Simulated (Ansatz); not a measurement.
Ni3Ge:

```
CELL_PARAMETERS angstrom
3.53033 0.00000 0.00000
0.00000 3.53033 0.00000
0.00000 0.00000 3.53033
ATOMIC_POSITIONS crystal
Ge 0.00000 0.00000 0.00000
Ni 0.50000 0.50000 0.00000
Ni 0.00000 0.50000 0.50000
Ni 0.50000 0.00000 0.50000
```

The cell comes from a database or a generator and needn't be the stable form of this composition.

* Program: Ansatz 0.2.0
* Task: single point
* Functional: PBEsol
* Potentials or basis: all-electron LAPW, scalar-relativistic
* Cutoff: 308 eV (chosen from the basis error)
* Basis error allowed: 0.001 eV/atom
* k mesh: 8 × 8 × 8
* Occupations: fermi-dirac, width 0.05 eV
* Spin: collinear spin, ferromagnetic start
* Starting moments: [0.0, 1.0, 1.0, 1.0] μB

On this cell: pressure -0.9 GPa; largest force zero by symmetry; net moment 0.00 μB per cell; band gap on the k mesh none (metal or under the smearing width).

The same run follows on a disturbed copy (atoms moved at random, drawn with an rms of 0.05 Å):

```
Ge Ni
1.0
     3.53033    0.00000    0.00000
     0.00000    3.53033    0.00000
     0.00000    0.00000    3.53033
Ge Ni
1 3
Cartesian
  0.0523 0.0217 -0.0148
  1.7322 1.7644 0.0125
  -0.0162 1.7548 1.7698
  1.7207 0.0088 1.7539
```

**Question.** What changes?

**Answer.** The energy (extrapolated to zero smearing) moves by +9.7 meV/atom; pressure -0.3 GPa; largest force 0.667 eV/Å; net moment 0.00 μB per cell; band gap on the k mesh none (metal or under the smearing width).

Forces on the atoms (eV/Å):
```
Ge  -0.634 -0.198  0.064
Ni   0.422  0.148 -0.154
Ni  -0.307  0.222 -0.020
Ni   0.519 -0.172  0.110
```

Stress tensor (GPa, compression positive):
```
-0.29  0.10 -0.03
 0.10 -0.35 -0.08
-0.03 -0.08 -0.31
```

Caveats: the starting moments weren't kept.
